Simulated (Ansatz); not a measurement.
# C2H9B2N: one species, many methods

Aim: compute C2H9B2N with functionals from several rungs and with coupled cluster. The yardstick is the atomisation energy at the CCSD(T) limit.

Program: Ansatz 0.2.0, Gaussian basis. Level of theory: functionals in def2-TZVPP, the program's frozen cores in correlated methods. These are calculated values, not measurements.

Levels to be run: PBE-D4, r2SCAN-D4, PBE0-D4, B3LYP-D4, ωB97X-V, ωB97M-V, B2PLYP; CCSD(T)/def2-TZVPP; MP2/def2-QZVPP; extrapolation to the limit.

### Step 1. The relaxed structure

All runs share one geometry, relaxed beforehand with PBE0-D4 in a triple-zeta def2 set.

14 atoms, charge 0, spin multiplicity 1.

Atoms are counted from 1 here; the program's logs count them from 0.

Bond lengths: B1–C2 1.551 Å, B1–H6 1.198 Å, B1–H7 1.202 Å, C2–C3 1.509 Å, C2–H8 1.109 Å, C2–H9 1.097 Å, C3–B4 1.568 Å, C3–N5 1.498 Å, C3–H10 1.088 Å, B4–N5 1.610 Å, B4–H11 1.202 Å, B4–H12 1.199 Å, N5–H13 1.009 Å, N5–H14 1.008 Å. Angles: C2–B1–H6 120.4°, C2–B1–H7 121.5°, H6–B1–H7 118.0°, B1–C2–C3 119.8°, B1–C2–H8 103.6°, B1–C2–H9 111.3°, C3–C2–H8 109.3°, C3–C2–H9 109.2°, H8–C2–H9 101.9°, C2–C3–B4 124.7°, C2–C3–N5 114.2°, C2–C3–H10 113.0°, B4–C3–N5 63.3°, B4–C3–H10 119.3°, N5–C3–H10 109.6°, C3–B4–N5 56.2°, C3–B4–H11 117.4°, C3–B4–H12 120.1° and more.

Geometry (Å):

```xyz
14
C2H9B2N
B    -1.07183    0.33637    1.80401
C    -0.01901   -0.49748    1.02915
C     0.72679    0.12320   -0.12711
B     0.93558   -0.55800   -1.52361
N    -0.15295    0.59513   -1.24403
H    -1.48640   -0.04269    2.86187
H    -1.54347    1.33987    1.34052
H    -0.59482   -1.37279    0.66585
H     0.69916   -0.96713    1.71195
H     1.39284    0.92704    0.17852
H     0.41954   -1.62918   -1.69925
H     1.82198   -0.19325   -2.24423
H    -1.13311    0.37218   -1.15476
H    -0.00710    1.53763   -1.56997
```

### Step 2. PBE-D4 (GGA)

File in.yaml:

```yaml
crystal:
  periodic: [false, false, false]
  atoms:
    - {symbol: B, position_ang: [-1.071827, 0.336368, 1.804005]}
    - {symbol: C, position_ang: [-0.019008, -0.497476, 1.029152]}
    - {symbol: C, position_ang: [0.726790, 0.123197, -0.127107]}
    - {symbol: B, position_ang: [0.935575, -0.558002, -1.523613]}
    - {symbol: N, position_ang: [-0.152951, 0.595134, -1.244034]}
    - {symbol: H, position_ang: [-1.486402, -0.042690, 2.861868]}
    - {symbol: H, position_ang: [-1.543474, 1.339867, 1.340520]}
    - {symbol: H, position_ang: [-0.594823, -1.372790, 0.665853]}
    - {symbol: H, position_ang: [0.699161, -0.967132, 1.711946]}
    - {symbol: H, position_ang: [1.392839, 0.927037, 0.178519]}
    - {symbol: H, position_ang: [0.419544, -1.629178, -1.699248]}
    - {symbol: H, position_ang: [1.821977, -0.193247, -2.244233]}
    - {symbol: H, position_ang: [-1.133106, 0.372179, -1.154764]}
    - {symbol: H, position_ang: [-0.007097, 1.537631, -1.569965]}
basis:
  gaussian: {orbitals: def2-TZVPP}
hamiltonian: {xc: pbe, dispersion: d4}
output: {forces: true, orbitals: {seedname: orbitals}}
```

Run with:

```sh
$ ansatz run in.yaml --threads 4 --pin off --events-out ev --progress --plain --max-ram 10444MiB
```

Further steps of the session: r2SCAN-D4 (meta-GGA); PBE0-D4 (hybrid); B3LYP-D4 (hybrid); ωB97X-V (range-separated); ωB97M-V (range-separated); B2PLYP (double hybrid); CCSD(T) in def2-TZVPP; MP2 in def2-QZVPP.

Before running them: what should the planned runs give, taken together? Wanted: atomisation energy, CCSD(T)/CBS; farthest; mean size of error, hybrid; mean size of error, range-separated; gap, smallest and largest; T1 diagnostic; triples share of the correlation energy.

**Answer**, as computed:

| quantity | value |
| --- | --- |
| atomisation energy, CCSD(T)/CBS | 53.139 eV |
| functionals within 0.266 eV (0.5 %) | B2PLYP |
| farthest | PBE-D4 (+1.294 eV) |
| mean size of error, hybrid | 0.581 eV |
| mean size of error, range-separated | 0.503 eV |
| gap, smallest and largest | 3.39 eV (PBE-D4), 10.25 eV (ωB97X-V) |
| T1 diagnostic | 0.0100 |
| triples share of the correlation energy | 3.8 % |

PBE-D4 misses by +1.294 eV. Double hybrids carry the basis error of their MP2 part in triple zeta, and no dispersion term here, so their miss is partly the set-up's. The reference freezes the cores and leaves out relativity and excitations past (T), so misses under about 0.266 eV can't be ranked. Hartree-Fock recovers 75 % of the binding; the rest is correlation. Orbital gaps span 3.4 to 10.2 eV; exact exchange widens them.
